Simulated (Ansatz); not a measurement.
# ZrSiH3+ (singlet): the correlation ladder at a displaced geometry (v1), def2-SVP

An exercise on one series of results from a longer session: the logs are not shown, and one member is left open.

Method: def2-SVP, core rule «outside noble gas», up to 9 orbitals frozen; program: Ansatz 0.2.0, Gaussian basis.

Plan: UHF; CCSD(T) on RHF; CCSD(T) on UHF; CISD; CCSDT(Q) on RHF; CCSDT(Q) on UHF; CASSCF and MRCISD+Q, 8 electrons in 8 orbitals; CASSCF and NEVPT2, 8 electrons in 8 orbitals.

17 further runs of the same task are left out: 7 that didn't finish, 10 set aside as unsound or not needed. Runs told in other sessions of the task aren't counted.

### What is computed

The geometry is a PBE0/def2-TZVP stationary point (not a proven minimum) with its atoms shifted at random (size 0.040 Å). No spin-orbit coupling is included. Elements past krypton take def2 core potentials.

5 atoms, charge 1, spin multiplicity 1.

Atoms are counted from 1 here; the program's logs count them from 0.

Bond lengths: Zr1–Si2 2.320 Å, Zr1–H3 1.966 Å, Zr1–H4 1.993 Å, Si2–H3 1.563 Å, Si2–H4 1.668 Å, Si2–H5 1.578 Å. Angles: Si2–Zr1–H3 41.7°, Si2–Zr1–H4 44.7°, H3–Zr1–H4 69.2°, Zr1–Si2–H3 56.9°, Zr1–Si2–H4 57.2°, Zr1–Si2–H5 153.4°, H3–Si2–H4 88.1°, H3–Si2–H5 107.2°, H4–Si2–H5 104.9°, Zr1–H3–Si2 81.4°, Zr1–H4–Si2 78.1°.

Set-up of the first run:

The input, in.yaml:

```yaml
crystal:
  periodic: [false, false, false]
  atoms:
    - {symbol: Zr, position_ang: [-0.007790, 0.003541, 0.587404]}
    - {symbol: Si, position_ang: [0.095368, -0.012602, -1.730496]}
    - {symbol: H, position_ang: [-0.651072, -1.106858, -0.901490]}
    - {symbol: H, position_ang: [-0.753848, 1.137460, -0.871687]}
    - {symbol: H, position_ang: [-0.547442, 0.000073, -3.171037]}
basis:
  gaussian: {orbitals: def2-SVP}
total_charge: 1
magnetization: {spin_polarized: true, initial_magnetization: 0}
hamiltonian: {xc: hf}
output: {orbitals: {seedname: orbitals}}
```

The run is started by

```console
$ ansatz run in.yaml --threads 1 --pin off --events-out ev --progress --plain --max-ram 2393MiB
```

Among the steps run: UHF; CCSD(T) on RHF; CCSD(T) on UHF; CISD; CCSDT(Q) on RHF; CCSDT(Q) on UHF; CASSCF and MRCISD+Q, 8 electrons in 8 orbitals; CASSCF and NEVPT2, 8 electrons in 8 orbitals.

One of the session's tables, all rows but one given; the rest of the session is left out.

It belongs to the step «Misses and costs». 

| method | from RCCSDT(Q) (kcal/mol) |
| --- | --- |
| RHF | +140.62 |
| UHF | ? |
| RMP2 | +33.32 |
| UMP2 | +25.31 |
| RCCSD | +9.17 |
| UCCSD | +3.02 |
| RCCSD(T) | +2.25 |
| UCCSD(T) | -2.34 |
| RCCSDT | +0.61 |
| UCCSDT | -3.79 |
| RCCSDT(Q) | 0 |
| UCCSDT(Q) | -4.19 |
| CASSCF frontier | +101.32 |
| NEVPT2 frontier | +30.98 |

**Question.** Estimate the row for UHF.

The run gave: from RCCSDT(Q) (kcal/mol): +124.11. In the column «from RCCSDT(Q) (kcal/mol)» it lies between CASSCF frontier (+101.32) and RHF (+140.62).

Not comparable, so not listed: CISD; CASSCF and MRCISD+Q, 8 electrons in 8 orbitals (they don't share determinant, frozen orbitals or solution with the rows shown, or repeat one).

Caveats from the session: The determinant of HF (⟨S²⟩ 0.97) is far from a pure spin state, so its energy mixes those of several spin states; that is harmless only where they are near-degenerate. The determinant of CCSD(T) (⟨S²⟩ 0.97) is far from a pure spin state, so its energy mixes those of several spin states; high orders of coupled cluster remove much of that, low ones don't. The determinant of CCSDT(Q) (⟨S²⟩ 0.97) is far from a pure spin state, so its energy mixes those of several spin states; high orders of coupled cluster remove much of that, low ones don't. The program flags UCCSD(T), UCCSDT(Q) as in doubt, so read those rows with care; the flags are other amplitudes. Warnings: restricted reference is unstable; spin contamination; large T1 diagnostic. Restricted and unrestricted rows rest on different reference determinants; a gap between their highest levels can come from leftover correlation error, from unlike frozen cores or from another state. Warnings in the runs' records: passed over end.
